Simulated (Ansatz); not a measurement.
## H4NO2Si, SMILES N[SiH]([O])O: a rigid scan of one bond length, step by step

With Ansatz's Python interface.

Notebook, run cell by cell (the value of a cell's last expression is shown):

```python
import ansatz as az
import matplotlib.pyplot as plt
import numpy as np
```

```python
GEOMETRY = """
N    -0.12770    1.25590   -0.26550
Si    0.56990   -0.28290    0.09690
O     1.67100   -0.08610    1.36060
O    -0.56720   -1.38450    0.57040
H    -0.87190    1.12440   -1.05350
H    -0.71550    1.60370    0.56860
H     1.29380   -0.78610   -1.09140
H    -1.16020   -1.50150   -0.24180
"""
```

```python
mol = az.Crystal.molecule()
for line in GEOMETRY.strip().splitlines():
    symbol, *xyz = line.split()
    mol = mol.atom(symbol, [float(v) for v in xyz])

symbols = [site.symbol for site in mol.cartesian_sites]
start = np.array([site.position_ang for site in mol.cartesian_sites])
axis = (start[4] - start[0]) / np.linalg.norm(start[4] - start[0])
moving = [4]
lengths, energies = [0.961, 1.004, 1.048, 1.092, 1.135, 1.179, 1.223, 1.288], []
for length in lengths:
    xyz = start.copy()
    xyz[moving] += (length - np.linalg.norm(start[4] - start[0])) * axis
    point = az.Crystal.molecule()
    for symbol, place in zip(symbols, xyz):
        point = point.atom(symbol, place.tolist())
    model = (
        point.calculation()
        .basis(gaussian="def2-SVP")  # atom-centred Gaussian functions
        .correlation("mp2")
        .spin("collinear", total=1)  # spin-polarised run
    )
    r = model.run().report
    energies.append(r["free_energy_ev"])
    print(f"r = {length:6.3f} A  E = {energies[-1]:.5f} eV  <S^2> = {abs(r['mean_field']['state']['spin_squared']):.3f}")
```

    r =  0.961 A  E = -13491.89018 eV  <S^2> = 0.755
    r =  1.004 A  E = -13491.97702 eV  <S^2> = 0.755
    r =  1.048 A  E = -13491.96944 eV  <S^2> = 0.755
    r =  1.092 A  E = -13491.88788 eV  <S^2> = 0.755
    r =  1.135 A  E = -13491.75446 eV  <S^2> = 0.755
    r =  1.179 A  E = -13491.57718 eV  <S^2> = 0.755
    r =  1.223 A  E = -13491.36993 eV  <S^2> = 0.755
    r =  1.288 A  E = -13491.02733 eV  <S^2> = 0.755

```python
# quartic fit about the minimum
fit = np.polynomial.Polynomial.fit(lengths, np.array(energies) - min(energies), 4).convert()
roots = [r.real for r in fit.deriv().roots() if abs(r.imag) < 1e-9 and fit.deriv(2)(r.real) > 0]
r_e = min(roots, key=lambda r: abs(r - lengths[int(np.argmin(energies))]))
print(f"minimum of the fit at {r_e:.4f} A, force constant {fit.deriv(2)(r_e):.2f} eV/A^2")
plt.figure(figsize=(4.5, 3))
plt.plot(lengths, np.array(energies) - min(energies), "o-")
plt.xlabel("bond length (A)")
plt.ylabel("E - E(min) (eV)")
plt.tight_layout()
plt.savefig("scan.png", dpi=100)
```

    minimum of the fit at 1.0219 A, force constant 44.93 eV/A^2

Notes:
- Total energies depend on the basis set; only differences at equal settings carry meaning.
- The rest of the molecule is held rigid at a force-field or estimated start geometry, and the basis set is modest; single-reference methods fail as a bond breaks.
- The run takes the species as open-shell (spin multiplicity 2), which needn't be its ground state.
- S² is that of the Hartree-Fock reference.
- Wall time of the script: 82 s on 1 thread of Arm Neoverse V1 (shared host), peak memory 0.27 GiB.
